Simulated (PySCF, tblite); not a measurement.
# C6H10B−: geometry, infrared bands and NMR shifts

Aim: predict the infrared bands and NMR shifts of C6H10B− (`[BH3-]C/C=C/CC#C`).

The runs use tblite 0.8.0 and PySCF 2.14.0, with density-fitted response routines of our own; the level of theory stands in each step. All values are computed, except where a source is named. Atoms count from 0, in the outputs and in this text.

**1. The starting structure**

17 atoms, charge -1, multiplicity 1; geometry from: force field or distance geometry start.

Bonds of the start (Å): B0–C1 1.60, C1–C2 1.47, C2–C3 1.33, C3–C4 1.48, C4–C5 1.46, C5–C6 1.20, B0–H7 1.20, B0–H8 1.20, B0–H9 1.20, C1–H10 1.12, C1–H11 1.12, C2–H12 1.08, C3–H13 1.09, C4–H14 1.12, C4–H15 1.12, C6–H16 1.08.

**2. Relaxing the molecule with GFN2-xTB**

What the job is given:

```
{"job": {"kind": "relax", "xc": "GFN2-xTB", "basis": "xTB"}, "charge": -1, "multiplicity": 1}
B      2.366200    -0.114300     0.947900
C      1.810100    -0.595800    -0.478100
C      0.406500    -0.238600    -0.717400
C     -0.356700     0.443600     0.138600
C     -1.773300     0.770700    -0.157600
C     -2.716800     0.194400     0.795400
C     -3.495500    -0.286100     1.572400
H      2.068700     1.030100     1.128000
H      1.906100    -0.855500     1.777300
H      3.559000    -0.209400     1.013000
H      1.849300    -1.717100    -0.485800
H      2.488000    -0.179700    -1.262200
H     -0.046600    -0.532400    -1.654000
H      0.043500     0.756600     1.103700
H     -1.952700     1.871200    -0.168000
H     -1.969000     0.386800    -1.190800
H     -4.194000    -0.712400     2.277100
```

Launch:

```
$ OMP_NUM_THREADS=1 python probes_run.py task.json out
```

The driver reads the jobs from task.json and runs them one after another.

The log of the run:

```text
step      E/eV     max force
  0    -523.87739    1.061
  1    -523.95444    1.266
  2    -523.98061    2.562
  3    -524.02738    1.015
  4    -524.06009    0.671
  5    -524.08044    0.339
  6    -524.09541    0.311
  7    -524.10521    0.313
  8    -524.11836    0.267
  9    -524.12563    0.219
 10    -524.13070    0.145
 11    -524.13456    0.167
 12    -524.13889    0.170
 13    -524.14374    0.178
 14    -524.14859    0.186
 15    -524.15258    0.151
 16    -524.15540    0.111
 17    -524.15720    0.089
 18    -524.15841    0.066
 19    -524.15933    0.065
 20    -524.16009    0.058
 21    -524.16068    0.057
 22    -524.16113    0.055
 23    -524.16156    0.057
 24    -524.16203    0.053
 25    -524.16252    0.054
 26    -524.16299    0.058
 27    -524.16351    0.057
 28    -524.16410    0.061
 29    -524.16471    0.058
 30    -524.16521    0.057
 31    -524.16559    0.059
 32    -524.16596    0.047
 33    -524.16636    0.056
 34    -524.16672    0.043
 35    -524.16697    0.036
 36    -524.16715    0.037
 37    -524.16734    0.035
 38    -524.16759    0.046
 39    -524.16789    0.051
 40    -524.16820    0.054
 41    -524.16849    0.050
 42    -524.16874    0.037
 43    -524.16892    0.037
 44    -524.16905    0.028
 45    -524.16916    0.025
 46    -524.16926    0.025
 47    -524.16934    0.029
 48    -524.16941    0.026
 49    -524.16946    0.018
 50    -524.16950    0.019
 51    -524.16954    0.017
 52    -524.16958    0.025
 53    -524.16963    0.026
 54    -524.16967    0.020
 55    -524.16971    0.017
 56    -524.16974    0.017
 57    -524.16978    0.022
 58    -524.16982    0.025
 59    -524.16987    0.021
 60    -524.16992    0.021
 61    -524.16997    0.023
 62    -524.17003    0.028
 63    -524.17010    0.029
 64    -524.17015    0.020
 65    -524.17021    0.021
 66    -524.17027    0.021
 67    -524.17035    0.035
 68    -524.17044    0.037
 69    -524.17052    0.020
 70    -524.17059    0.019
 71    -524.17067    0.028
 72    -524.17080    0.055
 73    -524.17103    0.075
 74    -524.17132    0.069
 75    -524.17160    0.047
 76    -524.17186    0.048
 77    -524.17210    0.052
 78    -524.17237    0.063
 79    -524.17262    0.049
 80    -524.17282    0.040
 81    -524.17306    0.046
 82    -524.17337    0.060
 83    -524.17422    0.064
 84    -524.17495    0.082
 85    -524.17644    0.128
 86    -524.17033    0.439
 87    -524.17913    0.161
 88    -524.18117    0.148
 89    -524.18659    0.392
 90    -524.19311    0.129
 91    -524.19991    0.135
 92    -524.20210    0.601
 93    -524.21351    0.187
 94    -524.22008    0.187
 95    -524.22719    0.511
 96    -524.24078    0.181
 97    -524.24824    0.192
 98    -524.25543    0.344
 99    -524.26012    0.228
100    -524.26473    0.182
101    -524.27299    0.206
102    -524.28718    0.362
103    -524.29398    0.168
104    -524.29961    0.350
105    -524.30572    0.512
106    -524.31469    0.249
107    -524.32607    0.211
108    -524.33000    0.363
109    -524.33697    0.220
110    -524.34163    0.172
111    -524.34681    0.215
112    -524.35076    0.254
113    -524.35653    0.198
114    -524.36459    0.220
115    -524.37057    0.228
116    -524.37875    0.237
117    -524.38682    0.213
118    -524.39245    0.198
119    -524.39548    0.248
120    -524.40218    0.187
121    -524.40603    0.112
122    -524.40923    0.170
123    -524.41258    0.169
124    -524.41615    0.169
125    -524.41988    0.135
126    -524.42259    0.111
127    -524.42523    0.123
128    -524.42797    0.120
129    -524.43037    0.148
130    -524.43217    0.187
131    -524.43362    0.150
132    -524.43504    0.125
133    -524.43576    0.070
134    -524.43697    0.066
135    -524.43782    0.082
136    -524.43847    0.071
137    -524.43909    0.124
138    -524.43995    0.118
139    -524.44120    0.134
140    -524.44223    0.094
141    -524.44333    0.069
142    -524.44441    0.073
143    -524.44560    0.084
144    -524.44671    0.074
145    -524.44793    0.086
146    -524.44938    0.093
147    -524.45106    0.106
148    -524.45250    0.080
149    -524.45350    0.082
150    -524.45417    0.052
151    -524.45488    0.068
152    -524.45571    0.101
153    -524.45682    0.095
154    -524.45803    0.079
155    -524.45900    0.064
156    -524.45953    0.065
157    -524.45985    0.073
158    -524.46031    0.070
159    -524.46082    0.037
160    -524.46109    0.032
161    -524.46126    0.035
162    -524.46136    0.027
163    -524.46146    0.021
164    -524.46155    0.020
165    -524.46163    0.023
166    -524.46169    0.018
167    -524.46173    0.016
168    -524.46177    0.016
169    -524.46181    0.016
170    -524.46185    0.018
171    -524.46191    0.020
172    -524.46199    0.025
173    -524.46210    0.024
174    -524.46226    0.022
175    -524.46247    0.030
176    -524.46274    0.031
177    -524.46305    0.038
178    -524.46336    0.043
179    -524.46369    0.042
180    -524.46408    0.038
181    -524.46447    0.039
182    -524.46479    0.044
183    -524.46509    0.043
184    -524.46546    0.043
185    -524.46593    0.042
186    -524.46620    0.061
187    -524.46639    0.037
188    -524.46651    0.044
189    -524.46660    0.025
190    -524.46668    0.015
191    -524.46672    0.011
192    -524.46674    0.019
193    -524.46676    0.011
194    -524.46676    0.006
```

It took 1.6 s on 1 thread of Arm Neoverse N1, shared host; peak memory 0.18 GiB.

Along the way: (not every step is listed)

| step | energy from step 0 (eV) | largest force (eV/Å) |
| --- | --- | --- |
| 0 | 0.0000 | 1.0610 |
| 1 | -0.0770 | 1.2656 |
| 2 | -0.1032 | 2.5619 |
| 3 | -0.1500 | 1.0153 |
| 4 | -0.1827 | 0.6708 |
| 5 | -0.2030 | 0.3394 |
| 6 | -0.2180 | 0.3113 |
| 7 | -0.2278 | 0.3134 |
| 8 | -0.2410 | 0.2671 |
| 26 | -0.2856 | 0.0578 |
| 44 | -0.2917 | 0.0278 |
| 62 | -0.2926 | 0.0276 |
| 80 | -0.2954 | 0.0404 |
| 98 | -0.3780 | 0.3442 |
| 116 | -0.5014 | 0.2371 |
| 134 | -0.5596 | 0.0665 |
| 152 | -0.5783 | 0.1007 |
| 170 | -0.5845 | 0.0180 |
| 188 | -0.5891 | 0.0441 |
| 189 | -0.5892 | 0.0247 |
| 190 | -0.5893 | 0.0149 |
| 191 | -0.5893 | 0.0109 |
| 192 | -0.5893 | 0.0193 |
| 193 | -0.5894 | 0.0107 |
| 194 | -0.5894 | 0.0057 |

Close pairs (by a distance rule), those that changed most:

| bond | before (Å) | after (Å) | change (Å) |
| --- | --- | --- | --- |
| B0–C1 | 1.605 | 1.691 | +0.087 |
| C6–H16 | 1.080 | 1.050 | -0.030 |
| C1–H10 | 1.122 | 1.093 | -0.029 |
| C3–C4 | 1.484 | 1.509 | +0.026 |
| C4–H15 | 1.119 | 1.095 | -0.024 |
| C1–H11 | 1.117 | 1.094 | -0.023 |
| B0–H7 | 1.196 | 1.219 | +0.023 |
| B0–H9 | 1.198 | 1.220 | +0.021 |

The next job starts from the end point, and lists it.

**3. Vibrational analysis with GFN2-xTB**

What the job is given:

```
{"job": {"kind": "ir", "xc": "GFN2-xTB", "basis": "xTB"}, "charge": -1, "multiplicity": 1}
B      2.906410     0.275303     0.204295
C      1.661015    -0.855846     0.029574
C      0.395827    -0.175605    -0.220790
C     -0.583778     0.029656     0.659912
C     -1.803944     0.873768     0.382671
C     -3.021118     0.094770     0.497009
C     -4.007158    -0.576012     0.613737
H      3.010393     0.938040    -0.813734
H      2.672229     1.004180     1.150714
H      3.941598    -0.339673     0.399425
H      1.601072    -1.472410     0.930492
H      1.924085    -1.497178    -0.816145
H      0.298797     0.273509    -1.207115
H     -0.529202    -0.390920     1.656224
H     -1.863869     1.710742     1.093214
H     -1.741945     1.290126    -0.628306
H     -4.867410    -1.170420     0.708374
```

The log of the run:

```text
mode    cm-1     km/mol
  1      42.4      9.89
  2      82.1      7.18
  3     119.2     25.62
  4     152.2      0.37
  5     209.8      2.42
  6     271.4      2.59
  7     294.1      0.06
  8     328.7      1.22
  9     436.0      0.34
 10     487.6      5.44
 11     617.5     19.26
 12     639.0     17.38
 13     696.9      8.94
 14     704.1      3.69
 15     753.0     23.13
 16     857.3     54.53
 17     895.5      7.77
 18     960.0     38.79
 19     982.8      4.87
 20     996.1      9.14
 21    1056.0     31.33
 22    1115.9      8.32
 23    1135.1    249.60
 24    1137.4    271.39
 25    1174.4    159.15
 26    1201.8     40.74
 27    1252.0      1.89
 28    1268.4    102.79
 29    1270.3    100.01
 30    1294.4     14.63
 31    1317.1     14.57
 32    1441.4      0.19
 33    1504.0     18.73
 34    1685.4    148.69
 35    2134.8    603.03
 36    2150.2    581.33
 37    2255.6    384.27
 38    2279.7     50.42
 39    2860.8     93.03
 40    2920.0    171.04
 41    2931.8     47.28
 42    2940.2    124.05
 43    2981.9    150.99
 44    3041.8    120.17
 45    3375.7      3.53
```

It took 0.71 s on 1 thread of Arm Neoverse N1, shared host; peak memory 0.18 GiB.

The strongest bands and the atoms that carry them (share of the mass-weighted mode):

| cm⁻¹ | km/mol | atoms |
| --- | --- | --- |
| 1135 | 249.6 | H11 22 %, H10 16 %, H14 14 %, H15 12 % |
| 1137 | 271.4 | H15 27 %, C1 16 %, C2 11 % |
| 1174 | 159.2 | H9 20 %, H10 18 %, H8 13 %, H7 11 % |
| 2135 | 603.0 | H9 54 %, H7 37 % |
| 2150 | 581.3 | H8 52 %, H7 27 %, H9 13 % |
| 2256 | 384.3 | H8 40 %, H7 30 %, H9 27 % |
| 2920 | 171.0 | H11 78 %, H10 12 % |
| 2982 | 151.0 | H12 91 % |

**4. NMR shieldings: PBE0/pcSseg-1**

Settings changed since step 3:

```diff
@@ -1,2 +1,2 @@
-{"job": {"kind": "ir", "xc": "GFN2-xTB", "basis": "xTB"}, "charge": -1, "multiplicity": 1}
+{"job": {"kind": "nmr", "xc": "PBE0", "basis": "pcSseg-1"}, "charge": -1, "multiplicity": 1}
 B      2.906410     0.275303     0.204295
```

Method: GIAO PBE0/pcSseg-1 NMR shielding, non-relativistic, gas phase.

The log of the run:

```text
coarse grid: 13808 points
cycle   1  E = -258.8982521674  dE =  6.831e-01  |g| = 6.086e-01  |ddm| = 3.693e+00
cycle   2  E = -258.8810408627  dE =  1.721e-02  |g| = 6.797e-01  |ddm| = 1.864e+00
cycle   3  E = -259.0219547177  dE = -1.409e-01  |g| = 1.352e-01  |ddm| = 9.838e-01
cycle   4  E = -259.0261370632  dE = -4.182e-03  |g| = 4.990e-02  |ddm| = 1.569e-01
cycle   5  E = -259.0266392930  dE = -5.022e-04  |g| = 2.283e-02  |ddm| = 5.198e-02
cycle   6  E = -259.0267545111  dE = -1.152e-04  |g| = 7.462e-03  |ddm| = 1.957e-02
cycle   7  E = -259.0267677971  dE = -1.329e-05  |g| = 1.830e-03  |ddm| = 6.193e-03
cycle   8  E = -259.0267685773  dE = -7.802e-07  |g| = 1.856e-04  |ddm| = 1.580e-03
final grid: 132176 points
cycle   9  E = -259.0711249040  dE = -4.074e-05  |g| = 6.992e-03  |ddm| = 4.265e-02
cycle  10  E = -259.0711225646  dE =  2.339e-06  |g| = 7.600e-03  |ddm| = 1.605e-02
cycle  11  E = -259.0711385941  dE = -1.603e-05  |g| = 1.341e-03  |ddm| = 8.465e-03
cycle  12  E = -259.0711390190  dE = -4.249e-07  |g| = 3.413e-04  |ddm| = 1.100e-03
cycle  13  E = -259.0711390422  dE = -2.321e-08  |g| = 1.508e-04  |ddm| = 3.892e-04
cycle  14  E = -259.0711390477  dE = -5.441e-09  |g| = 4.678e-05  |ddm| = 1.617e-04
cycle  15  E = -259.0711390482  dE = -5.343e-10  |g| = 8.368e-06  |ddm| = 4.672e-05
converged SCF energy = -259.0711390482

GIAO shielding tensors (ppm)
atom      isotropic    diamagn.    paramagn.     s11        s22        s33       span
  0 B      135.422     182.597     -47.175    120.020    133.050    153.197     33.177
  1 C      153.217     243.937     -90.720    132.273    153.201    174.177     41.904
  2 C       22.173     255.869    -233.696   -104.951     37.505    133.964    238.915
  3 C       80.890     257.210    -176.320    -12.285    117.320    137.637    149.922
  4 C      159.467     244.208     -84.741    145.631    157.234    175.535     29.904
  5 C       91.107     264.098    -172.991    -15.081     -8.571    296.973    312.054
  6 C      118.836     256.900    -138.064     49.312     58.841    248.355    199.043
  7 H       30.972      28.971       2.001     28.946     29.629     34.340      5.393
  8 H       31.292      28.850       2.442     28.799     30.615     34.462      5.663
  9 H       30.725      29.327       1.398     28.486     28.916     34.774      6.287
 10 H       30.337      31.261      -0.924     26.742     30.645     33.623      6.882
 11 H       30.563      30.191       0.372     26.984     29.410     35.296      8.312
 12 H       25.292      34.012      -8.719     21.052     25.387     29.438      8.386
 13 H       27.087      34.304      -7.217     24.603     25.862     30.796      6.194
 14 H       28.673      26.985       1.688     23.436     28.502     34.081     10.645
 15 H       29.091      29.138      -0.047     24.966     29.287     33.018      8.052
 16 H       30.694      34.384      -3.691     25.699     25.851     40.530     14.831
```

Run time: 44 s. Hardware: 1 thread of Arm Neoverse N1, shared host; peak memory 0.76 GiB.

Shifts follow as δ = σ(reference) − σ, with reference shieldings (ppm) from runs at the same level and on the same kind of geometry: 1H TMS 31.72, 13C TMS 186.9, 11B BF3·OEt2 100.1. The references are single molecules in the gas phase. Atoms listed in one row are averaged.

| atoms | environment | σ (ppm) | δ (ppm) |
| --- | --- | --- | --- |
| C2 | alkene CH | 22.2 | 164.8 |
| C3 | alkene CH | 80.9 | 106.0 |
| C5 | alkyne carbon | 91.1 | 95.8 |
| C6 | terminal alkyne carbon | 118.8 | 68.1 |
| C1 | allylic sp3 CH2 bonded to B | 153.2 | 33.7 |
| C4 | allylic sp3 CH2 | 159.5 | 27.5 |
| H12 | hydrogen on an alkene CH | 25.29 | 6.42 |
| H13 | hydrogen on an alkene CH | 27.09 | 4.63 |
| H14, H15 | hydrogen on an allylic sp3 CH2 | 28.88 | 2.84 |
| H10, H11 | hydrogen on an allylic sp3 CH2 bonded to B | 30.45 | 1.27 |
| H16 | hydrogen on a terminal alkyne carbon | 30.69 | 1.02 |
| H7, H8, H9 | hydrogen on a boron bonded to C | 31.00 | 0.72 |
| B0 | boron bonded to C, 3 H | 135.4 | -35.4 |

The run also stored atomic charges by several schemes (e):

| atoms | Mulliken | IAO | Hirshfeld | ESP fit |
| --- | --- | --- | --- | --- |
| B0 | -0.06 | -0.48 | -0.19 | 0.15 |
| C1 | -0.29 | -0.37 | -0.16 | -0.06 |
| C2 | -0.14 | -0.08 | -0.03 | -0.36 |
| C3 | -0.20 | -0.23 | -0.10 | -0.17 |
| C4 | -0.14 | -0.27 | -0.06 | -0.02 |
| C5 | 0.19 | 0.01 | -0.04 | 0.04 |
| C6 | -0.42 | -0.32 | -0.18 | -0.57 |

Mayer bond orders: B0–C1 0.82, C1–C2 1.13, C2–C3 1.81, C3–C4 1.05, C4–C5 1.03, C5–C6 2.58.

Orbitals, density, ELF and potential are computed afterwards from the orbital file.

Frontier orbitals at PBE0/pcSseg-1, with the share of their density that lies nearest to each atom:

| orbital | energy (eV) | lies on |
| --- | --- | --- |
| HOMO | -1.85 | C3 26 %; C1 20 %; B0 13 % |
| LUMO | 4.14 | C5, C6 about 25 % each; H16 11 %; C2 9 % |

ELF in a plane through or near 7 of the atoms.

Ten even steps from ' ' (0.00) to '@' (1.00):
```
                                                        
                                                        
                                                        
                      ..                                
                    ==**::            ....  ::::        
          ....    ..##@@++          ..----==%%@@--      
        ..##%%::  ::%%@@++    ::..  ::++**##@@@@%%      
        ++@@@@%%..==**##==..--++--  ==####**@@@@##      
        %%@@@@@@==##**==++==****==  **%%**--%%%%--      
        ##@@@@@@::++%%****##++--**--++::%%==**==        
        ==@@@@##%%..++--++@@**::%%**##::##%%**::        
        ..--==--....::  ++%%####**::@@##**##++::        
            ..==++++::  ::++======::++======--..        
            ..--==--..    ::....++%%++........          
              ......            ==##==                  
                                ..==::                  
                                                        
                                                        
                                                        
                                                        
```
The map spans 15.0 Å across and 8.4 Å up, centred on the molecule. Atoms in the plane (x, y in Å): B0 (-2.9, -0.3), C3 (0.6, 0.0), C4 (1.8, -0.9), C5 (3.0, -0.1), C6 (4.0, 0.6), H9 (-3.9, 0.4), H16 (4.9, 1.2).

On the surface of density 0.002 e/bohr³ the electrostatic potential runs, from the 1st to the 99th percentile, from -5.85 to -1.01 V.

**5. Outcome**

| quantity | value |
| --- | --- |
| strongest single infrared mode (GFN2-xTB) | 2135 cm⁻¹, 603 km/mol |
| zero-point energy (GFN2-xTB) | 83.3 kcal/mol |
| 13C shifts against TMS (PBE0/pcSseg-1) | 164.8, 106.0, 95.8, 68.1, 33.7, 27.5 ppm |
| 1H shifts against TMS (PBE0/pcSseg-1, means over atoms taken as alike) | 6.42, 4.63, 2.84, 1.27, 1.02, 0.72 ppm |
| 11B shifts against BF3·OEt2 (PBE0/pcSseg-1) | -35.4 ppm |

Over 194 steps the energy fell by 0.589 eV; of the close pairs, B0–C1 changed most, 1.605 to 1.691 Å. All 45 modes are real, so the xTB geometry is a minimum. The strongest single mode, at 2135 cm⁻¹, moves mainly H9 and H7. Unscaled tight-binding wavenumbers are off by several per cent, some by more. Its intensities can rank the bands wrongly. At PBE0/pcSseg-1: The largest span, 312 ppm, is at C5, where the paramagnetic term is -173 ppm.
